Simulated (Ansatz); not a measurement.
**One shape, several levels: AgI (SMILES [Ag][I])**

Wanted: a comparison of 6 runs (HF/STO-3G, BLYP/def2-TZVPPD, SVWN5/def2-TZVPPD, r2SCAN/def2-TZVPPD, CCSD/def2-TZVPPD, CCSD(T)/def2-TZVPPD) of AgI. 

The calculation is run with Ansatz 0.2.0.

16 further runs of the same task are left out: 16 set aside as unsound or not needed.

## Step 1: The structure to begin with

AgI has 2 atoms, charge 0, and is taken as a singlet. As SMILES, `[Ag][I]`. The Ag1–I2 distance was set to 5.598 Å, away from the relaxed value.

## Step 2: The energy at HF/STO-3G (run 1)

Contents of in.yaml:

```yaml
crystal:
  periodic: [false, false, false]
  atoms:
    - symbol: Ag
      position_ang: [0.000000, 0.000000, -3.053579]
    - symbol: I
      position_ang: [0.000000, 0.000000, 2.544621]
basis:
  gaussian: {orbitals: STO-3G}
output: {orbitals: {seedname: orbitals}}
hamiltonian: {xc: hf}
accuracy: high
```

Command:

```bash
$ ansatz run in.yaml --threads 1 --pin off --max-ram 3480MiB --events-out events.jsonl --progress --plain --runs-dir runs
```

The program printed:

```text
Warning: RAYON_NUM_THREADS=1 ignored (pool sized by the plan → 1); use --threads N
Functional definition: HF
  name "HF"
  exchange = exact_x
  correlation = 0
769 factors; integrals over basis functions are off by at most 5.4e-9 eV
mean field evaluation 1: about -326453.0943 eV, gradient 9.0e0 eV
mean field evaluation 2: about -326453.1230 eV, gradient 9.0e0 eV
mean field evaluation 4: about -326453.7634 eV, gradient 3.6e-1 eV
mean field evaluation 8: about -326453.7683 eV, gradient 2.9e-1 eV
mean field evaluation 16: about -326453.7727 eV, gradient 2.9e-2 eV
mean field evaluation 32: about -326455.2383 eV, gradient 3.5e-4 eV
mean field evaluation 64: about -326455.2463 eV, gradient 2.4e-5 eV
mean field evaluation 96: about -326455.1421 eV, gradient 3.1e0 eV
mean field evaluation 128: about -326444.1080 eV, gradient 2.8e0 eV
mean field evaluation 160: about -326453.7662 eV, gradient 2.5e-1 eV
mean field -326455.24626546 eV, -11997.0090209422 hartree, gradient 9.7e-9 eV, S^2 0.000000; 3 other end points of the search recorded, 0 dependent functions left out
reference -326455.24626546 eV, -11997.0090209422 hartree; 50, 50 occupied and 4, 4 virtual orbitals, 769 factors
Total energy: -326455.24626546 eV, -11997.0090209422 hartree
```

It took 5.1 s on 1 thread of Arm Neoverse V2, shared host; peak memory 0.15 GiB.

## Step 3: The energy at BLYP/def2-TZVPPD (core potential) (run 2)

Contents of job.yaml:

```yaml
crystal:
  periodic: [false, false, false]
  atoms:
    - {symbol: Ag, position_ang: [0.000000, 0.000000, -3.053579]}
    - {symbol: I, position_ang: [0.000000, 0.000000, 2.544621]}
basis:
  gaussian:
    orbitals: def2-TZVPPD.json
hamiltonian:
  xc: {name: BLYP}
accuracy: high
output: {orbitals: {seedname: orbitals}}
```

The basis set def2-TZVPPD is read from a file made from the Basis Set Exchange's data (not shown).

Command:

```bash
$ ansatz run job.yaml --threads 1 --pin off --max-ram 3480MiB --events-out events.jsonl --progress --plain --runs-dir runs
```

The program printed:

```text
Warning: RAYON_NUM_THREADS=1 ignored (pool sized by the plan → 1); use --threads N
Functional definition: BLYP
  name "BLYP"
  parameter beta = 0.0042
  parameter a = 0.04918
  parameter b = 0.132
  parameter c = 0.2533
  parameter d = 0.349
  exchange = b88_x(beta = beta)
  correlation = lyp_c(a = a, b = b, c = c, d = d)
1622 factors; integrals over basis functions are off by at most 2.0e-8 eV
mean field evaluation 1: about -12093.0264 eV, gradient 2.9e1 eV
mean field evaluation 2: about -11926.9259 eV, gradient 8.4e1 eV
mean field evaluation 4: about -12085.5416 eV, gradient 3.0e1 eV
mean field evaluation 8: about -12097.5162 eV, gradient 2.4e-2 eV
mean field evaluation 16: about -12086.8356 eV, gradient 2.4e1 eV
mean field evaluation 32: about -12097.2790 eV, gradient 4.9e-1 eV
mean field evaluation 64: about -12097.3541 eV, gradient 3.9e-1 eV
mean field -12097.51621037 eV, -444.5755207402 hartree, gradient 4.9e-8 eV, S^2 0.000000; 5 other end points of the search recorded, 0 dependent functions left out
reference -12097.51625540 eV, -444.5755223950 hartree; 22, 22 occupied and 93, 93 virtual orbitals, 1622 factors
Total energy: -12097.51625540 eV, -444.5755223950 hartree
```

It took 20 s on 1 thread of Arm Neoverse V2, shared host; peak memory 0.24 GiB.

## Step 4: A single-point energy at SVWN5/def2-TZVPPD (core potential) (run 3)

Contents of molecule.yaml:

```yaml
crystal:
  periodic: [false, false, false]
  atoms:
    - symbol: Ag
      position_ang: [0.000000, 0.000000, -3.053579]
    - symbol: I
      position_ang: [0.000000, 0.000000, 2.544621]
basis:
  gaussian:
    orbitals: def2-TZVPPD.json
hamiltonian:
  xc: {name: SVWN5}
accuracy: high
output: {orbitals: {seedname: orbitals}}
```

The basis set def2-TZVPPD is read from a file made from the Basis Set Exchange's data (not shown).

Command:

```bash
$ ansatz run molecule.yaml --threads 1 --pin off --max-ram 3480MiB --events-out events.jsonl --progress --plain --runs-dir runs
```

The program printed:

```text
Warning: RAYON_NUM_THREADS=1 ignored (pool sized by the plan → 1); use --threads N
Functional definition: SVWN5
  name "SVWN5"
  exchange = slater_x
  correlation = vwn5_c
1622 factors; integrals over basis functions are off by at most 2.0e-8 eV
mean field evaluation 1: about -12077.0299 eV, gradient 2.4e1 eV
mean field evaluation 2: about -11907.3992 eV, gradient 8.5e1 eV
mean field evaluation 4: about -12079.3608 eV, gradient 1.6e1 eV
mean field evaluation 8: about -12079.3583 eV, gradient 1.6e1 eV
mean field evaluation 16: about -12081.1201 eV, gradient 2.2e-8 eV
mean field evaluation 32: about -12080.8215 eV, gradient 3.6e0 eV
mean field evaluation 64: about -12080.9236 eV, gradient 3.7e-1 eV
mean field -12081.12010117 eV, -443.9729748409 hartree, gradient 7.0e-8 eV, S^2 0.000000; 5 other end points of the search recorded, 0 dependent functions left out
reference -12081.12010595 eV, -443.9729750164 hartree; 22, 22 occupied and 93, 93 virtual orbitals, 1622 factors
Total energy: -12081.12010595 eV, -443.9729750164 hartree
```

It took 11 s on 1 thread of Arm Neoverse V2, shared host; peak memory 0.23 GiB.

Runs 4 to 5 aren't shown in full; the table further down has their settings and results.

## Step 5: The energy at CCSD(T)/def2-TZVPPD (core potential) (run 6)

Contents of input.yaml:

```yaml
crystal:
  periodic: [false, false, false]
  atoms:
    - {symbol: Ag, position_ang: [0.000000, 0.000000, -3.053579]}
    - {symbol: I, position_ang: [0.000000, 0.000000, 2.544621]}
basis:
  gaussian: {orbitals: def2-TZVPPD.json}
correlation: {method: ccsd_t, frozen_orbitals: {Ag: 0, I: 4}}
accuracy: high
scf: {omitted_lower_state_checks: [cluster_reference, increment]}
```

The basis set def2-TZVPPD is read from a file made from the Basis Set Exchange's data (not shown).

Command:

```bash
$ ansatz run input.yaml --threads 1 --pin off --max-ram 3480MiB --events-out events.jsonl --progress --plain --runs-dir runs
```

The program printed:

```text
Warning: RAYON_NUM_THREADS=1 ignored (pool sized by the plan → 1); use --threads N
[... 4 set-up lines as earlier in the session ...]
these checks for a lower state are left out or cut short: cluster_reference, increment
1622 factors; integrals over basis functions are off by at most 2.0e-8 eV
mean field evaluation 1: about -12045.6561 eV, gradient 2.9e1 eV
mean field evaluation 2: about -12045.6582 eV, gradient 2.9e1 eV
mean field evaluation 4: about -12047.2262 eV, gradient 1.2e0 eV
mean field evaluation 8: about -12047.2488 eV, gradient 3.6e-1 eV
mean field evaluation 16: about -12047.2509 eV, gradient 6.7e-7 eV
mean field evaluation 32: about -12047.2406 eV, gradient 6.4e-1 eV
mean field -12047.25092748 eV, -442.7283056648 hartree, gradient 3.4e-8 eV, S^2 0.000000; 4 other end points of the search recorded, 0 dependent functions left out; unrestricted orbitals would lower it
4 core orbitals not correlated: weight in the atoms' cores, before any rotation towards them, 1.000 or more for the frozen orbitals, at most 0.000 for the correlated occupied ones
reference -12047.25092748 eV, -442.7283056648 hartree; 18, 18 occupied and 93, 93 virtual orbitals, 1622 factors
second order -30.69108492 eV of doubles, -0.00000000 eV of singles
cycle   1  -28.48792992 eV  change     2.2e0 eV  update   3.0e-1
cycle   2  -28.91892742 eV  change   -4.3e-1 eV  update   4.0e-1
cycle   3  -29.14095191 eV  change   -2.2e-1 eV  update   1.6e-1
cycle   4  -28.92435893 eV  change    2.2e-1 eV  update   1.5e-1
cycle   5  -28.61588502 eV  change    3.1e-1 eV  update   1.4e-1
cycle   6  -28.53718300 eV  change    7.9e-2 eV  update   3.5e-1
cycle   7  -28.86113494 eV  change   -3.2e-1 eV  update   4.8e-1
cycle   8  -29.14604479 eV  change   -2.8e-1 eV  update   5.9e-1
cycle   9  -29.02207973 eV  change    1.2e-1 eV  update   4.5e-1
cycle  10  -28.86695370 eV  change    1.6e-1 eV  update   2.3e-1
cycle  11  -28.87307124 eV  change   -6.1e-3 eV  update   4.8e-2
cycle  12  -28.86206840 eV  change    1.1e-2 eV  update   8.3e-3
cycle  13  -28.86901472 eV  change   -6.9e-3 eV  update   1.3e-2
cycle  14  -28.86304575 eV  change    6.0e-3 eV  update   1.3e-2
cycle  15  -28.86105920 eV  change    2.0e-3 eV  update   4.1e-3
cycle  16  -28.86207054 eV  change   -1.0e-3 eV  update   1.0e-3
cycle  17  -28.86236249 eV  change   -2.9e-4 eV  update   1.1e-4
cycle  18  -28.86228883 eV  change    7.4e-5 eV  update   1.7e-4
cycle  19  -28.86227253 eV  change    1.6e-5 eV  update   2.8e-5
cycle  20  -28.86226791 eV  change    4.6e-6 eV  update   7.6e-6
cycle  21  -28.86226319 eV  change    4.7e-6 eV  update   5.1e-6
cycle  22  -28.86226468 eV  change   -1.5e-6 eV  update   3.2e-6
cycle  23  -28.86226664 eV  change   -2.0e-6 eV  update   1.7e-6
cycle  24  -28.86226716 eV  change   -5.2e-7 eV  update   1.0e-6
cycle  25  -28.86226719 eV  change   -2.9e-8 eV  update   7.6e-7
cycle  26  -28.86226687 eV  change    3.2e-7 eV  update   7.9e-7
cycle  27  -28.86226633 eV  change    5.4e-7 eV  update   5.8e-7
cycle  28  -28.86226620 eV  change    1.3e-7 eV  update   2.5e-7
cycle  29  -28.86226602 eV  change    1.7e-7 eV  update   1.8e-7
cycle  30  -28.86226603 eV  change   -3.4e-9 eV  update   4.8e-8
cycle  31  -28.86226606 eV  change   -3.5e-8 eV  update   3.0e-8
cycle  32  -28.86226607 eV  change   -8.6e-9 eV  update   1.4e-8
cycle  33  -28.86226606 eV  change    6.2e-9 eV  update   8.1e-9
cycle  34  -28.86226606 eV  change   -2.3e-9 eV  update   4.2e-9
perturbative correction -0.64499279 eV, -0.0237030478 hartree
Total energy: -12076.75818633 eV, -443.8126774270 hartree
Checks for a lower state left out: cluster_reference, increment
```

It took 28 s on 1 thread of Arm Neoverse V2, shared host; peak memory 0.69 GiB.

## Step 6: Overview of the runs

| run | level | core potential | frozen core orbitals | energy (Eh) | wall time |
| --- | --- | --- | --- | --- | --- |
| 1 | HF/STO-3G | none | – | -11997.009021 | 5.1 s |
| 2 | BLYP/def2-TZVPPD (core potential) | def2-TZVPPD | – | -444.575522 | 20 s |
| 3 | SVWN5/def2-TZVPPD (core potential) | def2-TZVPPD | – | -443.972975 | 11 s |
| 4 | r2SCAN/def2-TZVPPD (core potential) | def2-TZVPPD | – | -444.804168 | 17 s |
| 5 | CCSD/def2-TZVPPD (core potential) | def2-TZVPPD | 4 | -443.788974 | 23 s |
| 6 | CCSD(T)/def2-TZVPPD (core potential) | def2-TZVPPD | 4 | -443.812677 | 28 s |

## Step 7: Outcome

| quantity | value |
| --- | --- |
| run 6: total energy | -443.81268 Eh |
| run 6: correlation energy (4 core orbitals frozen) | -1084.4 mEh |
| run 6: (T) correction | -23.70 mEh |
| run 6: T1 diagnostic | 0.063 |

**Reading.** Totals of different functionals can't be ranked against each other. Some runs of one species differ in core potentials or relativity; totals across that change don't compare. In runs 5, 6 the T1 diagnostic is large, so a single reference may not serve. In runs 5, 6 the log says that unrestricted orbitals would lower the reference, so the values rest on an unstable closed-shell determinant (other closed-shell runs at this shape may share the fault). In run 1 the basis is minimal, so the values are rough. In runs 1, 2, 3, 4, 5, 6 a closed-shell determinant meets a far-stretched bond, which it describes badly. In run 1 relativity is left out where basis or elements ask for it. All runs together took 1.7 min, the longest 28 s.
